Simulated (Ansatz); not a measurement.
# ClGaH₄N₂: a ladder of functionals and wavefunction methods

Aim: compute ClGaH₄N₂ with functionals from several rungs and with coupled cluster. The yardstick is the atomisation energy at the CCSD(T) limit.

Method: functionals in def2-TZVPP, the program's frozen cores in correlated methods; program: Ansatz 0.2.0, Gaussian basis.

Levels to be run: LDA (SPW92), PBE-D4, revPBE-D4, BLYP-D4, r2SCAN-D4, B97M-V, PBE0-D4, B3LYP-D4, r2SCANh-D4, r2SCAN0-D4, HSE06-D4, BHLYP-D4, CAM-B3LYP-D4, LC-ωPBE, ωB97X-V, ωB97M-V, B2PLYP, PBE-QIDH; CCSD(T)/def2-SVP; CCSD(T)/def2-TZVPP; MP2/def2-QZVPP; extrapolation to the limit; RPA on PBE.

**1. The geometry**

All runs share one geometry, relaxed beforehand with PBE0-D4 in a triple-zeta def2 set.

8 atoms, charge 0, spin multiplicity 1.

Atoms are counted from 1 here; the program's logs count them from 0.

Bond lengths: N1–Ga2 1.808 Å, N1–H5 1.006 Å, N1–H6 1.006 Å, Ga2–N3 1.808 Å, Ga2–Cl4 2.145 Å, N3–H7 1.006 Å, N3–H8 1.006 Å. Angles: Ga2–N1–H5 119.7°, Ga2–N1–H6 121.8°, H5–N1–H6 111.7°, N1–Ga2–N3 125.8°, N1–Ga2–Cl4 117.1°, N3–Ga2–Cl4 117.1°, Ga2–N3–H7 121.9°, Ga2–N3–H8 119.8°, H7–N3–H8 111.7°.

**2. LDA**

This LDA is Slater exchange with PW92 correlation.

Input file in.yaml:

```yaml
crystal:
  periodic: [false, false, false]
  atoms:
    - {symbol: N, position_ang: [-0.433986, 1.564000, -0.293304]}
    - {symbol: Ga, position_ang: [-0.264647, -0.235581, -0.294279]}
    - {symbol: N, position_ang: [0.851561, -1.192297, 0.757330]}
    - {symbol: Cl, position_ang: [-1.496965, -1.332579, -1.664366]}
    - {symbol: H, position_ang: [-1.220641, 1.991639, -0.752208]}
    - {symbol: H, position_ang: [-0.094676, 2.128623, 0.466996]}
    - {symbol: H, position_ang: [1.626453, -0.765135, 1.235929]}
    - {symbol: H, position_ang: [1.032901, -2.158660, 0.543902]}
basis:
  gaussian: {orbitals: def2-TZVPP}
hamiltonian: {xc: lda}
output: {orbitals: {seedname: orbitals}}
```

The run is started by

```console
ansatz run in.yaml --threads 4 --pin off --events-out ev --progress --plain --max-ram 10444MiB
```

After this run come: PBE-D4 (GGA); revPBE-D4 (GGA); BLYP-D4 (GGA); r2SCAN-D4 (meta-GGA); B97M-V (meta-GGA); PBE0-D4 (hybrid); B3LYP-D4 (hybrid); r2SCANh-D4 (hybrid); r2SCAN0-D4 (hybrid); HSE06-D4 (hybrid); BHLYP-D4 (hybrid); CAM-B3LYP-D4 (range-separated); LC-ωPBE (range-separated); ωB97X-V (range-separated); ωB97M-V (range-separated); B2PLYP (double hybrid); PBE-QIDH (double hybrid); CCSD(T) in def2-SVP; CCSD(T) in def2-TZVPP; MP2 in def2-QZVPP; RPA on PBE orbitals.

**Question.** What will the summary of the whole plan be? Wanted: atomisation energy, CCSD(T)/CBS; farthest beyond LDA; mean size of error, GGA; mean size of error, meta-GGA; mean size of error, hybrid; mean size of error, range-separated; mean size of error, double hybrid; gap, smallest and largest; T1 diagnostic.

**Answer**, as computed:

| quantity | value |
| --- | --- |
| atomisation energy, CCSD(T)/CBS | 26.619 eV |
| functionals within 0.266 eV (1.0 %) | B97M-V, CAM-B3LYP-D4, LC-ωPBE, ωB97X-V, ωB97M-V |
| farthest beyond LDA | BHLYP-D4 (-1.165 eV) |
| mean size of error, GGA | 0.364 eV |
| mean size of error, meta-GGA | 0.261 eV |
| mean size of error, hybrid | 0.557 eV |
| mean size of error, range-separated | 0.106 eV |
| mean size of error, double hybrid | 0.463 eV |
| gap, smallest and largest | 4.60 eV (BLYP-D4), 12.20 eV (LC-ωPBE) |
| T1 diagnostic | 0.0117 |
| triples share of the correlation energy | 3.9 % |

**Reading.** The LDA atomisation energy is off by 3.901 eV (15 %): it overbinds. PBE-D4 misses by +0.276 eV. Double hybrids carry the basis error of their MP2 part in triple zeta, and no dispersion term here, so their miss is partly the set-up's. The rungs range-separated, meta-GGA miss on average by less than the doubt on the reference (0.266 eV), so they tie. Misses under about 0.266 eV are within the doubt on the reference itself, which lacks core-valence correlation, relativity and higher excitations, and its outer-core shells are covered unevenly. Hartree-Fock recovers 66 % of the binding; the rest is correlation. CCSD(T) in def2-SVP is off by -2.344 eV, which most functionals beat. Orbital gaps span 4.6 to 12.2 eV; exact exchange widens them. Correlated methods include outer-core shells of Ga, which these sets cover unevenly.
